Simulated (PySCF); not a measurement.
**[Dy(SH)2]+: forces at shaken geometries**

Aim: move all atoms of relaxed [Dy(SH)2]+ at random and read energies and forces. The species was built from a template and needn't be a known compound.

The runs use PySCF 2.14.0; BP86, Dy lcecp-1-SVP with ECP55, S def2-SVP, H def2-SVP; scalar-relativistic core potentials, no spin–orbit coupling.

3 further runs of the same task are left out: 2 for a known fault of the program, 1 that didn't finish.

## Step 1: The system as given

5 atoms, charge 1, spin multiplicity 1.

Bond lengths: Dy1–S2 2.494 Å, Dy1–S4 2.494 Å, S2–H3 1.368 Å, S4–H5 1.368 Å. Angles: S2–Dy1–S4 110.7°, Dy1–S2–H3 98.0°, Dy1–S4–H5 98.0°.

As a file:

```xyz
5
DyH2S2
Dy   -0.69831   -1.30581    0.37067
S    -0.04998    0.46681    2.00029
H     0.50944    1.34538    1.11317
S    -0.04998   -0.65374   -1.94723
H     0.50944    0.55989   -1.65400
```

Formal oxidation states: Dy +3. Each metal's 9 4f electrons lie in its core potential, so multiplicities, spins and levels count the valence alone. An earlier session relaxed this geometry at BP86, Dy lcecp-1-SVP with ECP55, S def2-SVP, H def2-SVP (singlet, point group C2v).

Its energy there is -834.393831 Eh.

## Step 2: Atoms moved at random, σ = 0.15 Å

Input file run.py (the lines that set the calculation):

```python
mol = gto.M(atom='''
Dy    -0.97509    -1.18294     0.31208
S      0.17950     0.55693     2.07585
H      0.58780     1.14844     1.02439
S     -0.10410    -0.65154    -2.00556
H      0.53249     0.54164    -1.52387''',
    basis={'Dy': 'lcecp-1-SVP', 'S': 'def2-SVP', 'H': 'def2-SVP'},
    ecp={'Dy': 'lcecp-1-SVP'},
    charge=1, spin=0)
mf = dft.RKS(mol, xc='B88,P86')
mf.grids.atom_grid = (50, 194)  # f atoms: unpruned, at least (60, 302)
mf = mf.density_fit()  # fitting sets: Dy AutoAux, S def2-universal-JKFIT, H def2-universal-JKFIT
mf.conv_tol = 1e-08; mf.max_cycle = 55
mf.kernel(dm0)  # dm0: the density of the relaxed state
```

Run with:

```
OMP_NUM_THREADS=2 python run.py
```

Log:

```text
init E= -834.242752675766
  HOMO = -0.459712722360969  LUMO = -0.35130650347673  gap/eV = 2.94988
cycle= 1 E= -834.366749407154  delta_E= -0.124  |g|= 0.153  |ddm|= 0.755
  HOMO = -0.358399437434926  LUMO = -0.319387434773053  gap/eV = 1.06157
cycle= 2 E= -834.241710270971  delta_E= 0.125  |g|= 0.581  |ddm|= 1.07
  HOMO = -0.388866530642651  LUMO = -0.301326325458194  gap/eV = 2.38209
cycle= 3 E= -834.372840459332  delta_E= -0.131  |g|= 0.0893  |ddm|= 0.925
  HOMO = -0.393239338467257  LUMO = -0.311072023069458  gap/eV = 2.23589
cycle= 4 E= -834.375323441682  delta_E= -0.00248  |g|= 0.0445  |ddm|= 0.191
  HOMO = -0.391912741721911  LUMO = -0.310016434688781  gap/eV = 2.22851
cycle= 5 E= -834.375962216763  delta_E= -0.000639  |g|= 0.0189  |ddm|= 0.0791
  HOMO = -0.393359927972161  LUMO = -0.31032551910186  gap/eV = 2.25948
cycle= 6 E= -834.37610644082  delta_E= -0.000144  |g|= 0.00389  |ddm|= 0.0282
  HOMO = -0.393474696386675  LUMO = -0.310023927522151  gap/eV = 2.27081
cycle= 7 E= -834.37611363788  delta_E= -7.2e-06  |g|= 0.000858  |ddm|= 0.00642
  HOMO = -0.393594908940111  LUMO = -0.310038729949653  gap/eV = 2.27368
cycle= 8 E= -834.376113955891  delta_E= -3.18e-07  |g|= 0.000143  |ddm|= 0.00151
  HOMO = -0.393611815776879  LUMO = -0.310047086179086  gap/eV = 2.27391
cycle= 9 E= -834.376113962687  delta_E= -6.8e-09  |g|= 4.35e-05  |ddm|= 0.000232
  HOMO = -0.393598120413533  LUMO = -0.310054886836408  gap/eV = 2.27333
Extra cycle  E= -834.376113955688  delta_E= 7e-09  |g|= 0.000133  |ddm|= 0.000298
converged SCF energy = -834.376113955688
```

It took 2.9 s on 2 threads of Arm Neoverse V1, shared host.

Result: E = -834.376114 Eh (+0.482 eV from the relaxed state), HOMO -10.71 eV, LUMO -8.44 eV, Mulliken charge on Dy1 +1.04 e, largest force component 2.627 eV/Å. 

```
atom      Fx      Fy  Fz (eV/Å)
 Dy1   0.932   1.175      0.788
  S2  -1.834  -2.627      1.061
  H3   1.087   1.538     -2.313
  S4   0.354   0.992      0.937
  H5  -0.539  -1.077     -0.473
```

## Step 3: Atoms moved at random, σ = 0.1 Å

Input file run.py (the lines that set the calculation):

```python
mol = gto.M(atom='''
Dy    -0.72299    -1.23559     0.39338
S     -0.18627     0.39033     2.01241
H      0.59219     1.44647     1.10186
S      0.02567    -0.71422    -1.89645
H      0.51201     0.52552    -1.72831''',
    basis={'Dy': 'lcecp-1-SVP', 'S': 'def2-SVP', 'H': 'def2-SVP'},
    ecp={'Dy': 'lcecp-1-SVP'},
    charge=1, spin=0)
mf = dft.RKS(mol, xc='B88,P86')
mf.grids.atom_grid = (50, 194)  # f atoms: unpruned, at least (60, 302)
mf = mf.density_fit()  # fitting sets: Dy AutoAux, S def2-universal-JKFIT, H def2-universal-JKFIT
mf.conv_tol = 1e-08; mf.max_cycle = 55
mf.kernel(dm0)  # dm0: the density of the relaxed state
```

Run with:

```
OMP_NUM_THREADS=2 python run.py
```

Log:

```text
init E= -834.342673219762
  HOMO = -0.424359849946644  LUMO = -0.313527468003368  gap/eV = 3.01590
cycle= 1 E= -834.36848486903  delta_E= -0.0258  |g|= 0.102  |ddm|= 0.41
  HOMO = -0.412082445119631  LUMO = -0.293890069798016  gap/eV = 3.21618
cycle= 2 E= -834.365562636798  delta_E= 0.00292  |g|= 0.131  |ddm|= 0.317
  HOMO = -0.406981248378856  LUMO = -0.295920313807334  gap/eV = 3.02212
cycle= 3 E= -834.372052912266  delta_E= -0.00649  |g|= 0.0304  |ddm|= 0.215
  HOMO = -0.411273266928357  LUMO = -0.296179435756086  gap/eV = 3.13186
cycle= 4 E= -834.37237909089  delta_E= -0.000326  |g|= 0.00844  |ddm|= 0.0538
  HOMO = -0.411038196128613  LUMO = -0.297002246212845  gap/eV = 3.10308
cycle= 5 E= -834.372405807252  delta_E= -2.67e-05  |g|= 0.00229  |ddm|= 0.0153
  HOMO = -0.41100889478543  LUMO = -0.296772714535343  gap/eV = 3.10852
cycle= 6 E= -834.372407297497  delta_E= -1.49e-06  |g|= 0.00148  |ddm|= 0.00537
  HOMO = -0.411007865455718  LUMO = -0.296846214178866  gap/eV = 3.10650
cycle= 7 E= -834.37240805842  delta_E= -7.61e-07  |g|= 0.000318  |ddm|= 0.00245
  HOMO = -0.411020668436185  LUMO = -0.296842286014066  gap/eV = 3.10695
cycle= 8 E= -834.37240809542  delta_E= -3.7e-08  |g|= 3.48e-05  |ddm|= 0.000479
  HOMO = -0.411020870975295  LUMO = -0.296841562764006  gap/eV = 3.10698
cycle= 9 E= -834.372408095879  delta_E= -4.59e-10  |g|= 9.57e-06  |ddm|= 6.03e-05
  HOMO = -0.411020966010329  LUMO = -0.296842237659129  gap/eV = 3.10696
Extra cycle  E= -834.372408095869  delta_E= 9.78e-12  |g|= 1.02e-05  |ddm|= 2.64e-05
converged SCF energy = -834.372408095869
```

It took 3 s on 2 threads of Arm Neoverse V1, shared host.

Read off: E = -834.372408 Eh (+0.583 eV from the relaxed state), HOMO -11.18 eV, LUMO -8.08 eV, Mulliken charge on Dy1 +0.95 e, largest force component 3.512 eV/Å. 

```
atom      Fx      Fy  Fz (eV/Å)
 Dy1  -0.652  -1.635     -0.986
  S2   1.987   3.512     -0.328
  H3  -1.502  -2.050      1.721
  S4  -0.082  -0.412     -0.470
  H5   0.249   0.585      0.064
```

## Step 4: Atoms moved at random, σ = 0.15 Å

Input file run.py (the lines that set the calculation):

```python
mol = gto.M(atom='''
Dy    -0.88101    -1.37730     0.26204
S      0.05670     0.64405     2.02017
H      0.55790     1.32911     1.03638
S     -0.15367    -0.63916    -1.85835
H      0.64069     0.45583    -1.57734''',
    basis={'Dy': 'lcecp-1-SVP', 'S': 'def2-SVP', 'H': 'def2-SVP'},
    ecp={'Dy': 'lcecp-1-SVP'},
    charge=1, spin=0)
mf = dft.RKS(mol, xc='B88,P86')
mf.grids.atom_grid = (50, 194)  # f atoms: unpruned, at least (60, 302)
mf = mf.density_fit()  # fitting sets: Dy AutoAux, S def2-universal-JKFIT, H def2-universal-JKFIT
mf.conv_tol = 1e-08; mf.max_cycle = 55
mf.kernel(dm0)  # dm0: the density of the relaxed state
```

Run with:

```
OMP_NUM_THREADS=2 python run.py
```

Log:

```text
init E= -834.318239590245
  HOMO = -0.432427145215153  LUMO = -0.327196621759344  gap/eV = 2.86347
cycle= 1 E= -834.35351881788  delta_E= -0.0353  |g|= 0.184  |ddm|= 0.676
  HOMO = -0.331798130949431  LUMO = -0.311399377306684  gap/eV = 0.55508
cycle= 2 E= -834.034138399915  delta_E= 0.319  |g|= 0.906  |ddm|= 1.61
  HOMO = -0.36939906672437  LUMO = -0.293667351231832  gap/eV = 2.06076
cycle= 3 E= -834.35872697781  delta_E= -0.325  |g|= 0.158  |ddm|= 1.36
  HOMO = -0.374829361025817  LUMO = -0.307751412352252  gap/eV = 1.82528
cycle= 4 E= -834.367389650039  delta_E= -0.00866  |g|= 0.0711  |ddm|= 0.344
  HOMO = -0.37710726488584  LUMO = -0.306794166256896  gap/eV = 1.91332
cycle= 5 E= -834.369220433101  delta_E= -0.00183  |g|= 0.0184  |ddm|= 0.087
  HOMO = -0.378068205130507  LUMO = -0.306240100080732  gap/eV = 1.95454
cycle= 6 E= -834.36937795014  delta_E= -0.000158  |g|= 0.0045  |ddm|= 0.0267
  HOMO = -0.378521716171583  LUMO = -0.306007628350107  gap/eV = 1.97321
cycle= 7 E= -834.369388083613  delta_E= -1.01e-05  |g|= 0.00044  |ddm|= 0.00864
  HOMO = -0.378584529706998  LUMO = -0.306049711094056  gap/eV = 1.97377
cycle= 8 E= -834.369388140969  delta_E= -5.74e-08  |g|= 0.000121  |ddm|= 0.000824
  HOMO = -0.378579617972733  LUMO = -0.306057377303974  gap/eV = 1.97343
cycle= 9 E= -834.369388147982  delta_E= -7.01e-09  |g|= 2.69e-05  |ddm|= 0.000218
  HOMO = -0.378572102452054  LUMO = -0.30605501833744  gap/eV = 1.97329
Extra cycle  E= -834.369388147449  delta_E= 5.33e-10  |g|= 4.47e-05  |ddm|= 0.000106
converged SCF energy = -834.369388147449
```

Run time: 2.9 s. Hardware: 2 threads of Arm Neoverse V1, shared host.

Read off: E = -834.369388 Eh (+0.665 eV from the relaxed state), HOMO -10.30 eV, LUMO -8.33 eV, Mulliken charge on Dy1 +1.00 e, largest force component 2.945 eV/Å. 

```
atom      Fx      Fy  Fz (eV/Å)
 Dy1   0.242   1.136      2.945
  S2  -1.504  -2.645      0.174
  H3   0.773   1.076     -1.445
  S4   0.695   0.693     -1.667
  H5  -0.206  -0.259     -0.007
```

## Step 5: Results

| σ (Å) | energy rise (eV) | harmonic estimate −½ F·u (eV) | largest force component (eV/Å) |
| --- | --- | --- | --- |
| 0.15 | 0.482 | 0.438 | 2.63 |
| 0.1 | 0.583 | 0.522 | 3.51 |
| 0.15 | 0.665 | 0.576 | 2.94 |

Every displacement raises the energy. For a harmonic well the rise equals −½ F·u; the two differ by at most 13 % here (a move with σ = 0.15 Å), from anharmonicity, the grid and the small forces left at the relaxed point. The bases are small and lack diffuse functions. Spin–orbit coupling is left out.
